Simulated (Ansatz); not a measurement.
# GaH3: the cost of one run

Method: PBE0-D4/def2-TZVP structures, single points in def2-TZVPP, no counterpoise correction; program: Ansatz 0.2.0, Gaussian basis.

Levels: SPW92, PBE-D4, BLYP-D4, r2SCAN-D4, B97M-V, PBE0-D4, B3LYP-D4, r2SCAN0-D4, BHLYP-D4, CAM-B3LYP-D4, wB97X-V, wB97M-V, B2PLYP, PBE-QIDH, RPA on PBE, Hartree-Fock, MP2, CCSD, CCSD(T).

Correlated methods freeze the cores. Filled d shells of the heavier atoms are correlated. B3LYP uses VWN-RPA correlation. B2PLYP carries no dispersion term here.

95 further runs of the same task are left out: 1 that didn't finish, 94 set aside as unsound or not needed. Runs told in other sessions of the task aren't counted.

## Step 1: Where the work starts

The complex: 10 atoms, charge 0, spin multiplicity 1.

Atoms are counted from 1 here; the program's logs count them from 0.

Bond lengths: Ga1–O2 2.149 Å, Ga1–H4 1.584 Å, Ga1–H5 1.575 Å, Ga1–H7 1.577 Å, O2–C3 1.428 Å, O2–H6 0.962 Å, C3–H8 1.091 Å, C3–H9 1.088 Å, C3–H10 1.092 Å. Angles: O2–Ga1–H4 96.4°, O2–Ga1–H5 97.4°, O2–Ga1–H7 95.2°, H4–Ga1–H5 118.0°, H4–Ga1–H7 118.1°, H5–Ga1–H7 120.3°, Ga1–O2–C3 116.7°, Ga1–O2–H6 109.1°, C3–O2–H6 110.0°, O2–C3–H8 110.1°, O2–C3–H9 106.4°, O2–C3–H10 111.0°, H8–C3–H9 109.4°, H8–C3–H10 110.6°, H9–C3–H10 109.2°.

Coordinates:

```
Ga   -0.92936    1.32026   -0.41950
O     0.78979    0.05868   -0.15107
C     0.58954   -1.15066    0.58167
H    -1.90266    0.18409   -0.93841
H    -1.07236    1.78998    1.07660
H     1.17326   -0.13741   -1.01118
H    -0.25145    2.26185   -1.48803
H     1.54019   -1.66978    0.71565
H     0.19665   -0.85904    1.55385
H    -0.13371   -1.79787    0.08041
```

Its parts: GaH3 holds atoms 1, 4, 5, 7; CH4O holds atoms 2, 3, 6, 8, 9, 10. Each part counts its atoms afresh in its own runs.

## Step 2: Relaxing GaH3 alone

Contents of relax-a/in.yaml:

```yaml
crystal:
  periodic: [false, false, false]
  atoms:
    - {symbol: Ga, position_ang: [-0.929356, 1.320262, -0.419503]}
    - {symbol: H, position_ang: [-1.902659, 0.184086, -0.938406]}
    - {symbol: H, position_ang: [-1.072361, 1.789978, 1.076600]}
    - {symbol: H, position_ang: [-0.251455, 2.261846, -1.488028]}
basis:
  gaussian: {orbitals: def2-TZVP}
hamiltonian: {xc: pbe0, dispersion: d4}
relax: {f_tol: 0.005, max_steps: 200}
```

The run is started by

```bash
ansatz run in.yaml --threads 4 --pin off --events-out ev --progress --plain --max-ram 9574MiB
```

**Question.** How long does this run take on 4 threads of Arm Neoverse V2, shared host?

About 1.4 s.
